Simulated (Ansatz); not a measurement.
# H₈N₂O₃Si₂: one species, many methods

How much do the methods differ for H₈N₂O₃Si₂? The plan is to run it at one geometry with functionals of several rungs and with coupled cluster. The yardstick is the atomisation energy at the CCSD(T) limit.

Computed with Ansatz 0.2.0, Gaussian basis. Level: functionals in def2-TZVPP, the program's frozen cores in correlated methods.

Levels to be run: PBE-D4, r2SCAN-D4, PBE0-D4, B3LYP-D4, ωB97X-V, ωB97M-V, B2PLYP; CCSD(T)/def2-TZVPP; MP2/def2-QZVPP; extrapolation to the limit.

## 1. The geometry

The geometry comes from an earlier relaxation with PBE0-D4 in a triple-zeta def2 set; it is a stationary point, not always the lowest conformer.

SMILES `N[SiH](O)[Si](N)(O)O`, 15 atoms, charge 0, spin multiplicity 1.

Atoms are counted from 1 here; the program's logs count them from 0.

Bond lengths: N1–Si2 1.715 Å, N1–H8 1.007 Å, N1–H9 1.006 Å, Si2–O3 1.658 Å, Si2–Si4 2.339 Å, Si2–H10 1.492 Å, O3–H11 0.960 Å, Si4–N5 1.723 Å, Si4–O6 1.646 Å, Si4–O7 1.651 Å, N5–H12 1.009 Å, N5–H13 1.010 Å, O6–H14 0.960 Å, O7–H15 0.960 Å. Angles: Si2–N1–H8 121.0°, Si2–N1–H9 121.1°, H8–N1–H9 112.2°, N1–Si2–O3 112.5°, N1–Si2–Si4 112.4°, N1–Si2–H10 104.5°, O3–Si2–Si4 102.2°, O3–Si2–H10 110.2°, Si4–Si2–H10 115.2°, Si2–O3–H11 115.8°, Si2–Si4–N5 120.3°, Si2–Si4–O6 106.7°, Si2–Si4–O7 103.0°, N5–Si4–O6 106.4°, N5–Si4–O7 106.1°, O6–Si4–O7 114.7°, Si4–N5–H12 117.7°, Si4–N5–H13 117.6° and more.

## 2. PBE-D4 (GGA)

File in.yaml:

```yaml
crystal:
  periodic: [false, false, false]
  atoms:
    - {symbol: N, position_ang: [-0.530976, 1.778705, -1.695942]}
    - {symbol: Si, position_ang: [0.636196, 0.765461, -0.953947]}
    - {symbol: O, position_ang: [1.103475, -0.488495, -1.933350]}
    - {symbol: Si, position_ang: [-0.214419, -0.356485, 0.914198]}
    - {symbol: N, position_ang: [0.400903, -1.904816, 1.353723]}
    - {symbol: O, position_ang: [0.032994, 0.628095, 2.209651]}
    - {symbol: O, position_ang: [-1.800210, -0.589021, 0.518636]}
    - {symbol: H, position_ang: [-1.510782, 1.548356, -1.669124]}
    - {symbol: H, position_ang: [-0.376134, 2.768064, -1.787678]}
    - {symbol: H, position_ang: [1.793915, 1.665929, -0.680464]}
    - {symbol: H, position_ang: [1.308466, -0.255471, -2.841363]}
    - {symbol: H, position_ang: [1.305436, -1.940222, 1.799879]}
    - {symbol: H, position_ang: [0.331659, -2.646521, 0.672138]}
    - {symbol: H, position_ang: [-0.211691, 0.285530, 3.071984]}
    - {symbol: H, position_ang: [-2.268822, -1.259120, 1.021647]}
basis:
  gaussian: {orbitals: def2-TZVPP}
hamiltonian: {xc: pbe, dispersion: d4}
output: {forces: true, orbitals: {seedname: orbitals}}
```

On the command line:

```sh
$ ansatz run in.yaml --threads 2 --pin off --events-out ev --progress --plain --max-ram 22528MiB --backend cuda --devices 0, --max-vram 18GiB
```

The runs that follow: r2SCAN-D4 (meta-GGA); PBE0-D4 (hybrid); B3LYP-D4 (hybrid); ωB97X-V (range-separated); ωB97M-V (range-separated); B2PLYP (double hybrid); CCSD(T) in def2-TZVPP; MP2 in def2-QZVPP.

Q: Predict the results of all the runs planned. Wanted: atomisation energy, CCSD(T)/CBS; farthest; mean size of error, hybrid; mean size of error, range-separated; gap, smallest and largest; T1 diagnostic; triples share of the correlation energy.

As calculated:

| quantity | value |
| --- | --- |
| atomisation energy, CCSD(T)/CBS | 58.856 eV |
| functionals within 0.294 eV (0.5 %) | ωB97X-V, ωB97M-V |
| farthest | B2PLYP (-1.029 eV) |
| mean size of error, hybrid | 0.645 eV |
| mean size of error, range-separated | 0.056 eV |
| gap, smallest and largest | 5.09 eV (PBE-D4), 11.57 eV (ωB97X-V) |
| T1 diagnostic | 0.0118 |
| triples share of the correlation energy | 3.6 % |

What this shows: PBE-D4 misses by +0.502 eV. Double hybrids carry the basis error of their MP2 part in triple zeta, and no dispersion term here, so their miss is partly the set-up's. The reference freezes the cores and leaves out relativity and excitations past (T), so misses under about 0.294 eV can't be ranked. Hartree-Fock recovers 68 % of the binding; the rest is correlation. Orbital gaps span 5.1 to 11.6 eV; exact exchange widens them.
